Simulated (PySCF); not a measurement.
**C₅H₁₀B₂: a tour of settings**

Which settings matter for C₅H₁₀B₂ (`B[C@H](BCC)C#C`)?

The runs use PySCF 2.14.0, with density-fitted response routines of our own; the level of theory stands in each step. All values are computed, except where a source is named. Atoms count from 0, in the outputs and in this text.

1 further run of the same task is left out (for a known fault of the program).

**1. Starting geometry**

17 atoms, charge 0, multiplicity 1; geometry from: GFN2-xTB.

Bonds of the start (Å): B0–C1 1.57, C1–B2 1.59, B2–C3 1.57, C3–C4 1.53, C1–C5 1.45, C5–C6 1.20, B0–H7 1.17, B0–H8 1.17, C1–H9 1.10, B2–H10 1.17, C3–H11 1.09, C3–H12 1.10, C4–H13 1.09, C4–H14 1.09, C4–H15 1.09, C6–H16 1.05.

**2. Shielding tensors: KT2/pcSseg-1**

Job settings and geometry (Å):

```
{"job": {"kind": "nmr", "xc": "KT2", "basis": "pcSseg-1", "pop": false, "scf": {"conv": 1e-08}}, "charge": 0, "multiplicity": 1}
B     -1.779303    -1.170747     1.434008
C     -1.424021    -0.515240     0.050950
B      0.134519    -0.775189    -0.105962
C      1.149627     0.417001     0.038928
C      2.622835     0.028895     0.190320
C     -1.809393     0.872538    -0.066063
C     -2.139194     2.019282    -0.170764
H     -1.952344    -0.502511     2.377420
H     -1.844956    -2.335180     1.518913
H     -1.916421    -1.089952    -0.741645
H      0.501289    -1.863829    -0.337511
H      0.861157     1.064832     0.872282
H      1.048182     1.054779    -0.847283
H      3.254124     0.912468     0.267438
H      2.955935    -0.555128    -0.664585
H      2.767424    -0.570823     1.086348
H     -2.436458     3.020834    -0.263241
```

Level: GIAO KT2/pcSseg-1 NMR shielding, non-relativistic, gas phase.

Started as:

```console
$ OMP_NUM_THREADS=1 python probes_run.py task.json out
```

This one command runs all jobs of the session in turn.

Log:

```text
final grid: 132176 points
cycle   1  E = -250.5077563880  dE =  4.582e-01  |g| = 6.087e-01  |ddm| = 3.733e+00
cycle   2  E = -250.4317699248  dE =  7.599e-02  |g| = 8.007e-01  |ddm| = 1.602e+00
cycle   3  E = -250.6129879909  dE = -1.812e-01  |g| = 1.008e-01  |ddm| = 1.004e+00
cycle   4  E = -250.6146804700  dE = -1.692e-03  |g| = 6.769e-02  |ddm| = 1.520e-01
cycle   5  E = -250.6157247730  dE = -1.044e-03  |g| = 2.424e-02  |ddm| = 6.540e-02
cycle   6  E = -250.6158899875  dE = -1.652e-04  |g| = 4.844e-03  |ddm| = 2.711e-02
cycle   7  E = -250.6158963667  dE = -6.379e-06  |g| = 1.295e-03  |ddm| = 6.567e-03
cycle   8  E = -250.6158968461  dE = -4.794e-07  |g| = 2.105e-04  |ddm| = 1.591e-03
cycle   9  E = -250.6158968577  dE = -1.168e-08  |g| = 6.230e-05  |ddm| = 3.484e-04
cycle  10  E = -250.6158968589  dE = -1.153e-09  |g| = 1.502e-05  |ddm| = 1.020e-04
converged SCF energy = -250.6158968589

GIAO shielding tensors (ppm)
atom      isotropic    diamagn.    paramagn.     s11        s22        s33       span
  0 B       16.332     192.876    -176.544    -53.181    -22.312    124.489    177.670
  1 C      117.598     257.400    -139.802     43.631    130.912    178.253    134.622
  2 B       13.330     194.635    -181.305    -61.042    -12.830    113.862    174.904
  3 C      151.488     253.594    -102.106    121.003    156.582    176.879     55.876
  4 C      172.014     245.229     -73.215    157.856    172.216    185.969     28.112
  5 C      100.176     257.701    -157.526      3.370     10.894    286.263    282.893
  6 C      112.547     258.618    -146.071     53.279     61.830    222.531    169.252
  7 H       23.957      29.179      -5.222     15.791     27.619     28.461     12.670
  8 H       23.585      28.934      -5.349     16.325     26.601     27.829     11.505
  9 H       26.715      28.753      -2.038     21.625     28.227     30.292      8.667
 10 H       23.451      31.554      -8.103     16.337     26.343     27.671     11.334
 11 H       29.398      33.391      -3.994     23.845     30.149     34.199     10.354
 12 H       29.662      32.604      -2.942     23.755     31.153     34.079     10.324
 13 H       30.365      27.906       2.459     25.405     28.933     36.757     11.351
 14 H       30.265      28.915       1.350     26.546     28.094     36.154      9.608
 15 H       30.570      29.262       1.308     26.838     28.607     36.264      9.426
 16 H       29.279      35.865      -6.586     24.787     25.367     37.682     12.895
```

Wall time 24 s (1 thread of Intel Xeon 6975P-C, shared host); peak memory 0.77 GiB.

Shifts follow as δ = σ(reference) − σ, with reference shieldings (ppm) from runs at the same level and on the same kind of geometry: 1H TMS 31.62, 13C TMS 185.6, 11B BF3·OEt2 99.3. The references are single molecules in the gas phase. Atoms listed in one row are averaged.

```csv
atoms,environment,σ (ppm),δ (ppm)
C5,alkyne carbon,100.2,85.4
C6,terminal alkyne carbon,112.5,73.1
C1,propargylic sp3 CH bonded to 2 B,117.6,68.0
C3,sp3 CH2 bonded to B,151.5,34.1
C4,methyl carbon,172.0,13.6
H10,hydrogen on a boron bonded to 2 C,23.45,8.17
"H7, H8",hydrogen on a boron bonded to C,23.77,7.85
H9,hydrogen on a propargylic sp3 CH bonded to 2 B,26.71,4.91
H16,hydrogen on a terminal alkyne carbon,29.28,2.34
H11,hydrogen on an sp3 CH2 bonded to B,29.40,2.23
H12,hydrogen on an sp3 CH2 bonded to B,29.66,1.96
"H13, H14, H15",hydrogen on a methyl carbon,30.40,1.22
B2,"boron bonded to 2 C, H",13.3,86.0
B0,"boron bonded to C, 2 H",16.3,83.0
```

Orbitals, density, ELF and potential are computed afterwards from the orbital file.

Frontier orbitals at KT2/pcSseg-1, with the share of their density that lies nearest to each atom:

```csv
orbital,energy (eV),lies on
HOMO,-6.18,C6 42 %; C5 29 %; C1 8 %
LUMO,-3.23,"B0 33 %; B2 25 %; H7, H8 about 8 % each"
```

ELF in a plane through or near 6 of the atoms.

Values, 10 rows by 14 columns:
```
0.00 0.00 0.00 0.00 0.00 0.00 0.00 0.00 0.00 0.00 0.00 0.00 0.00 0.00
0.00 0.00 0.00 0.00 0.00 0.00 0.00 0.00 0.00 0.01 0.00 0.00 0.00 0.00
0.00 0.00 0.00 0.00 0.00 0.00 0.00 0.00 0.88 1.00 0.94 0.01 0.00 0.00
0.00 0.00 0.00 0.02 0.01 0.07 0.56 0.05 0.50 0.97 0.70 0.02 0.00 0.00
0.00 0.00 0.05 0.40 0.43 0.09 0.29 0.34 0.82 0.94 0.31 0.01 0.00 0.00
0.00 0.01 0.20 0.72 0.41 0.26 0.67 0.21 0.59 0.77 0.43 0.07 0.00 0.00
0.00 0.00 0.54 0.88 0.06 0.70 0.48 0.03 0.75 0.80 0.79 0.48 0.01 0.00
0.00 0.00 0.00 0.00 0.00 0.04 0.01 0.03 0.51 0.87 0.97 0.23 0.00 0.00
0.00 0.00 0.00 0.00 0.00 0.00 0.00 0.00 0.02 0.71 0.95 0.09 0.00 0.00
0.00 0.00 0.00 0.00 0.00 0.00 0.00 0.00 0.00 0.00 0.00 0.00 0.00 0.00
```
The map spans 11.6 Å across and 11.3 Å up, centred on the molecule. Atoms in the plane (x, y in Å): C3 (-1.2, -0.5), C4 (-2.6, -0.1), C5 (1.8, -0.9), C6 (2.2, -2.1), H8 (1.9, 2.6), H16 (2.5, -3.0).

On the surface of density 0.002 e/bohr³ the electrostatic potential runs, from the 1st to the 99th percentile, from -0.89 V near C6 to 1.54 V near B0.

**3. Shielding tensors: CAM-B3LYP/pcSseg-1**

Settings changed since step 2:

```diff
@@ -1,2 +1,2 @@
-{"job": {"kind": "nmr", "xc": "KT2", "basis": "pcSseg-1", "pop": false, "scf": {"conv": 1e-08}}, "charge": 0, "multiplicity": 1}
+{"job": {"kind": "nmr", "xc": "CAM-B3LYP", "basis": "pcSseg-1", "pop": true}, "charge": 0, "multiplicity": 1}
 B     -1.779303    -1.170747     1.434008
```

With the program's defaults for keys left out, this is: GIAO CAM-B3LYP/pcSseg-1 NMR shielding, non-relativistic, gas phase.

Log:

```text
coarse grid: 13808 points
cycle   1  E = -245.8665526483  dE =  7.837e-01  |g| = 3.966e-01  |ddm| = 3.639e+00
cycle   2  E = -245.8917445495  dE = -2.519e-02  |g| = 2.808e-01  |ddm| = 8.157e-01
cycle   3  E = -245.9112558732  dE = -1.951e-02  |g| = 4.932e-02  |ddm| = 2.681e-01
cycle   4  E = -245.9116010224  dE = -3.451e-04  |g| = 3.690e-02  |ddm| = 6.998e-02
cycle   5  E = -245.9119213543  dE = -3.203e-04  |g| = 7.490e-03  |ddm| = 2.873e-02
cycle   6  E = -245.9119345390  dE = -1.318e-05  |g| = 1.833e-03  |ddm| = 7.801e-03
cycle   7  E = -245.9119354916  dE = -9.527e-07  |g| = 3.037e-04  |ddm| = 1.966e-03
final grid: 132176 points
cycle   8  E = -245.9672139659  dE = -3.608e-05  |g| = 4.212e-03  |ddm| = 2.650e-02
cycle   9  E = -245.9672151897  dE = -1.224e-06  |g| = 3.647e-03  |ddm| = 6.760e-03
cycle  10  E = -245.9672184041  dE = -3.214e-06  |g| = 4.966e-04  |ddm| = 2.761e-03
cycle  11  E = -245.9672184444  dE = -4.032e-08  |g| = 2.872e-04  |ddm| = 4.965e-04
cycle  12  E = -245.9672184638  dE = -1.938e-08  |g| = 4.685e-05  |ddm| = 2.238e-04
cycle  13  E = -245.9672184645  dE = -6.249e-10  |g| = 7.878e-06  |ddm| = 5.443e-05
converged SCF energy = -245.9672184645

GIAO shielding tensors (ppm)
atom      isotropic    diamagn.    paramagn.     s11        s22        s33       span
  0 B        5.935     190.423    -184.488    -68.690    -37.930    124.426    193.116
  1 C      122.801     254.072    -131.271     45.873    138.456    184.073    138.199
  2 B        3.774     191.960    -188.186    -74.889    -27.477    113.688    188.578
  3 C      154.959     251.863     -96.904    125.405    160.702    178.770     53.365
  4 C      172.130     243.305     -71.174    158.892    173.006    184.493     25.601
  5 C       92.375     262.886    -170.511    -13.420     -5.724    296.269    309.689
  6 C      105.791     258.891    -153.101     36.928     46.346    234.098    197.171
  7 H       24.062      28.975      -4.913     15.602     27.653     28.930     13.328
  8 H       23.787      28.953      -5.166     16.395     26.994     27.971     11.576
  9 H       27.520      28.904      -1.384     22.180     28.914     31.467      9.287
 10 H       23.770      31.485      -7.715     16.746     26.400     28.164     11.418
 11 H       29.733      33.481      -3.748     23.905     30.450     34.843     10.938
 12 H       30.108      32.667      -2.560     24.008     31.576     34.740     10.732
 13 H       30.538      28.024       2.514     25.512     29.016     37.085     11.573
 14 H       30.402      28.866       1.536     26.546     28.163     36.498      9.952
 15 H       30.737      29.149       1.589     26.877     28.722     36.613      9.736
 16 H       29.841      34.729      -4.888     25.155     25.635     38.732     13.576
```

Wall time 21 s (1 thread of Intel Xeon 6975P-C, shared host); peak memory 0.89 GiB.

This run: δ C5 92.7, C6 79.3, C1 62.3, C3 30.1, H10 8.01, H7 7.85 ppm (means over like atoms).

**4. Nuclear shieldings: HF/pcSseg-1**

Settings changed since step 3:

```diff
@@ -1,2 +1,2 @@
-{"job": {"kind": "nmr", "xc": "CAM-B3LYP", "basis": "pcSseg-1", "pop": true}, "charge": 0, "multiplicity": 1}
+{"job": {"kind": "nmr", "xc": "HF", "basis": "pcSseg-1", "pop": false}, "charge": 0, "multiplicity": 1}
 B     -1.779303    -1.170747     1.434008
```

With the program's defaults for keys left out, this is: GIAO HF/pcSseg-1 NMR shielding, non-relativistic, gas phase.

Log:

```text
final grid: 132176 points
cycle   1  E = -244.3120112986  dE =  1.320e+00  |g| = 4.555e-01  |ddm| = 3.557e+00
cycle   2  E = -244.3917315230  dE = -7.972e-02  |g| = 1.462e-01  |ddm| = 8.226e-01
cycle   3  E = -244.3983034873  dE = -6.572e-03  |g| = 8.127e-02  |ddm| = 2.684e-01
cycle   4  E = -244.4001901791  dE = -1.887e-03  |g| = 1.725e-02  |ddm| = 8.948e-02
cycle   5  E = -244.4002873741  dE = -9.719e-05  |g| = 4.702e-03  |ddm| = 2.067e-02
cycle   6  E = -244.4003003838  dE = -1.301e-05  |g| = 1.340e-03  |ddm| = 8.140e-03
cycle   7  E = -244.4003021723  dE = -1.789e-06  |g| = 3.299e-04  |ddm| = 3.773e-03
cycle   8  E = -244.4003022759  dE = -1.037e-07  |g| = 9.229e-05  |ddm| = 9.733e-04
cycle   9  E = -244.4003022835  dE = -7.532e-09  |g| = 3.381e-05  |ddm| = 2.080e-04
cycle  10  E = -244.4003022848  dE = -1.301e-09  |g| = 1.449e-05  |ddm| = 8.405e-05
cycle  11  E = -244.4003022850  dE = -2.681e-10  |g| = 5.588e-06  |ddm| = 3.826e-05
converged SCF energy = -244.4003022850

GIAO shielding tensors (ppm)
atom      isotropic    diamagn.    paramagn.     s11        s22        s33       span
  0 B       31.752     188.185    -156.433    -33.283     -2.713    131.251    164.534
  1 C      147.303     250.556    -103.253     81.210    162.130    198.568    117.358
  2 B       28.714     188.933    -160.219    -39.965      3.136    122.971    162.936
  3 C      170.060     251.706     -81.647    145.387    175.283    189.508     44.121
  4 C      179.964     242.698     -62.734    168.993    180.929    189.972     20.979
  5 C      103.940     265.866    -161.926     -0.206      8.448    303.578    303.785
  6 C      113.463     261.737    -148.275     45.583     55.077    239.728    194.145
  7 H       25.036      28.898      -3.862     17.821     27.752     29.535     11.714
  8 H       24.832      29.358      -4.526     18.874     27.421     28.202      9.327
  9 H       28.639      29.720      -1.082     22.651     29.645     33.621     10.969
 10 H       24.775      31.372      -6.597     19.327     26.495     28.503      9.176
 11 H       30.439      33.815      -3.376     24.236     31.130     35.951     11.715
 12 H       30.811      33.080      -2.269     24.387     32.123     35.922     11.536
 13 H       30.869      28.452       2.418     25.601     29.038     37.969     12.368
 14 H       30.798      29.025       1.773     26.561     28.357     37.477     10.916
 15 H       31.154      29.232       1.922     26.931     28.972     37.559     10.628
 16 H       29.885      34.104      -4.219     24.827     25.268     39.561     14.734
```

Wall time 7 s (1 thread of Intel Xeon 6975P-C, shared host); peak memory 0.87 GiB.

In short: δ C5 89.4, C6 79.9, C1 46.1, C3 23.3, H10 7.38, H7 7.22 ppm (means over like atoms).

**5. NMR shieldings: PBE0/pcSseg-1**

Settings changed since step 4:

```diff
@@ -1,2 +1,2 @@
-{"job": {"kind": "nmr", "xc": "HF", "basis": "pcSseg-1", "pop": false}, "charge": 0, "multiplicity": 1}
+{"job": {"kind": "nmr", "xc": "PBE0", "basis": "pcSseg-1", "pop": false, "scf": {"aux": "def2-qzvpp-jkfit"}}, "charge": 0, "multiplicity": 1}
 B     -1.779303    -1.170747     1.434008
```

Level: GIAO PBE0/pcSseg-1 NMR shielding, non-relativistic, gas phase.

Log:

```text
final grid: 132176 points
cycle   1  E = -245.7407225918  dE =  5.905e-01  |g| = 4.516e-01  |ddm| = 3.667e+00
cycle   2  E = -245.7471233084  dE = -6.401e-03  |g| = 4.308e-01  |ddm| = 1.004e+00
cycle   3  E = -245.7962502782  dE = -4.913e-02  |g| = 4.444e-02  |ddm| = 4.631e-01
cycle   4  E = -245.7966604598  dE = -4.102e-04  |g| = 2.118e-02  |ddm| = 5.886e-02
cycle   5  E = -245.7967493705  dE = -8.891e-05  |g| = 1.164e-02  |ddm| = 2.566e-02
cycle   6  E = -245.7967805032  dE = -3.113e-05  |g| = 3.076e-03  |ddm| = 1.022e-02
cycle   7  E = -245.7967828698  dE = -2.367e-06  |g| = 4.467e-04  |ddm| = 2.627e-03
cycle   8  E = -245.7967829214  dE = -5.155e-08  |g| = 7.292e-05  |ddm| = 4.535e-04
cycle   9  E = -245.7967829229  dE = -1.478e-09  |g| = 2.340e-05  |ddm| = 1.175e-04
cycle  10  E = -245.7967829230  dE = -1.525e-10  |g| = 4.885e-06  |ddm| = 3.339e-05
converged SCF energy = -245.7967829230

GIAO shielding tensors (ppm)
atom      isotropic    diamagn.    paramagn.     s11        s22        s33       span
  0 B       11.821     190.858    -179.036    -60.025    -30.454    125.944    185.969
  1 C      123.079     254.301    -131.222     47.811    137.517    183.908    136.097
  2 B        9.069     192.016    -182.947    -67.471    -20.465    115.143    182.614
  3 C      155.995     253.048     -97.053    126.055    161.508    180.421     54.366
  4 C      173.666     244.482     -70.816    160.392    174.327    186.279     25.886
  5 C       95.170     261.472    -166.302     -7.387     -0.393    293.289    300.676
  6 C      107.284     258.939    -151.655     41.101     50.434    230.316    189.215
  7 H       23.956      28.877      -4.922     15.601     27.576     28.690     13.089
  8 H       23.652      28.855      -5.203     16.328     26.744     27.884     11.556
  9 H       27.176      28.906      -1.730     21.888     28.662     30.978      9.090
 10 H       23.602      31.243      -7.641     16.565     26.311     27.929     11.364
 11 H       29.615      33.395      -3.781     23.801     30.367     34.676     10.875
 12 H       29.978      32.606      -2.628     23.847     31.404     34.683     10.837
 13 H       30.484      28.012       2.472     25.408     28.903     37.142     11.735
 14 H       30.339      28.788       1.551     26.440     28.071     36.506     10.065
 15 H       30.675      29.061       1.613     26.768     28.618     36.638      9.870
 16 H       29.659      34.989      -5.330     25.023     25.530     38.424     13.401
```

Wall time 15 s (1 thread of Intel Xeon 6975P-C, shared host); peak memory 0.79 GiB.

In short: δ C5 91.8, C6 79.6, C1 63.8, C3 30.9, H10 8.12, H7 7.91 ppm (means over like atoms).

**6. Run by run: NMR shifts**

Shifts (ppm) of some atoms, chosen among heavy atoms and hydrogens apart, with basis size and wall time:

```csv
run,C5,C1,C3,H10,H9,B2,B0,functions,time
KT2/pcSseg-1,85.4,68.0,34.1,8.17,4.91,86.0,83.0,169,24 s
CAM-B3LYP/pcSseg-1,92.7,62.3,30.1,8.01,4.26,94.9,92.7,169,21 s
HF/pcSseg-1,89.4,46.1,23.3,7.38,3.51,85.8,82.7,169,7 s
PBE0/pcSseg-1,91.8,63.8,30.9,8.12,4.54,91.0,88.2,169,15 s
```

**7. Results**

| quantity | value |
| --- | --- |
| 13C shifts against TMS (KT2/pcSseg-1) | 85.4, 73.1, 68.0, 34.1, 13.6 ppm |
| 1H shifts against TMS (KT2/pcSseg-1, means over atoms taken as alike) | 8.17, 7.85, 4.91, 2.34, 2.23, 1.96, 1.22 ppm |
| 11B shifts against BF3·OEt2 (KT2/pcSseg-1) | 86.0, 83.0 ppm |
| surface potential, 1st and 99th percentile | -0.89 V and 1.54 V |
| range of the shift of C1 | 46.1 to 68.0 ppm |

**Reading.** Single values in the summary come from the first run of each kind that ended normally (KT2/pcSseg-1), which need not be the best level. At KT2/pcSseg-1: The widest tensor belongs to C5: span 283 ppm, with a paramagnetic part of -158 ppm. By nearest atom (KT2/pcSseg-1), the HOMO sits on C6 42 %; C5 29 % and the LUMO on B0 33 %; B2 25 %. Across the 4 runs the shift of C1 moves most, between 46.1 (HF/pcSseg-1) and 68.0 ppm (KT2/pcSseg-1).
